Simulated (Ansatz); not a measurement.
# BClF2H2: the cost of one run

The runs use Ansatz 0.2.0, Gaussian basis; PBE0-D4/def2-SVP.

## (1) The starting structure

The start, a first-order saddle point found at PBE0-D4 in triple zeta: 6 atoms, charge 0, spin multiplicity 1.

Atoms are counted from 1 here; the program's logs count them from 0.

Bond lengths: B1–F3 1.322 Å, B1–F4 1.322 Å, B1–H6 1.319 Å, Cl2–H5 1.549 Å. Angles: F3–B1–F4 121.6°, F3–B1–H6 111.2°, F4–B1–H6 111.2°.

Geometry (Å):

```xyz
6
BClF2H2
B    -0.0912   -0.1241   -0.4135
Cl    0.1789    1.4628    0.9443
F     0.8904   -0.0939   -1.2988
F    -1.3596   -0.1497   -0.7860
H     0.2348   -0.0831    1.0212
H     0.1466   -1.0121    0.5329
```

## (2) Dynamics

Input file md/in.yaml:

```yaml
crystal:
  periodic: [false, false, false]
  atoms:
    - {symbol: B, position_ang: [-0.091187, -0.124107, -0.413498]}
    - {symbol: Cl, position_ang: [0.178924, 1.462808, 0.944305]}
    - {symbol: F, position_ang: [0.890370, -0.093870, -1.298845]}
    - {symbol: F, position_ang: [-1.359568, -0.149696, -0.786008]}
    - {symbol: H, position_ang: [0.234806, -0.083065, 1.021186]}
    - {symbol: H, position_ang: [0.146555, -1.012070, 0.532861]}
basis:
  gaussian: {orbitals: def2-SVP}
hamiltonian: {xc: pbe0, dispersion: d4}
md: {n_steps: 40, timestep: 0.75, temperature: 300, ensemble: nvt_langevin, seed: 915, friction: 0.002, initial_velocities: maxwell_boltzmann}
```

Started as:

```sh
$ ansatz run in.yaml --threads 2 --pin off --events-out ev --progress --plain --max-ram 4352MiB
```

**Question.** How long does this run take on 2 threads of AMD EPYC 7R43, shared host?

About 54 s.
